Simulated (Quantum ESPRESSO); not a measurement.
Ta4Al:

```
Ta Al
1.0
    -2.96490    2.96490    2.96490
     2.96490   -2.96490    2.96490
     2.96490    2.96490   -2.96490
Ta Al
4 1
Direct
  0.00000 0.00000 0.50000
  0.50000 0.00000 0.00000
  0.50000 0.50000 0.50000
  0.00000 0.50000 0.00000
  0.00000 0.00000 0.00000
```

The cell was built by a generator and needn't be a form met in nature.

* Program: Quantum ESPRESSO 7.5
* Task: phonons
* Functional: LDA
* Potentials or basis: PseudoDojo 0.4.1 SR LDA standard
* Cutoff: 789 eV
* Density cutoff: 3157 eV
* k mesh: 5 × 5 × 5
* Occupations: cold, width 0.2 eV
* Spin: no spin polarisation
* Target pressure: 10 GPa
* Form of the LDA correlation: PW92
* Mixing beta: 0.5
* Most SCF iterations: 120
* SCF threshold: 1e-09 Ry

The cell and the atoms were relaxed first at 10 GPa, to 18.30 Å³/atom (a = 4.917 Å, b = 4.917 Å, c = 4.917 Å, α = 109.47°, β = 109.47°, γ = 109.47°), and the response was taken there.

Task: Which optical modes does the crystal have at the zone centre, and which show in infrared and Raman spectra?

Result: The optical modes are Eu + A2u + T2u + 2T1u. Infrared active: 2T1u. None is Raman active.

Optical modes at Γ, degenerate ones joined:
| cm⁻¹ | components | symmetry | active in |
| --- | --- | --- | --- |
| 119i | 2 | Eu | silent |
| 124 | 1 | A2u | silent |
| 137 | 3 | T2u | silent |
| 140 | 3 | T1u | IR |
| 488 | 3 | T1u | IR |

Caveat: the mesh is thin for the phonons of a metal; some modes are imaginary; the cell is more than 3 GPa from zero pressure, which shifts response properties.
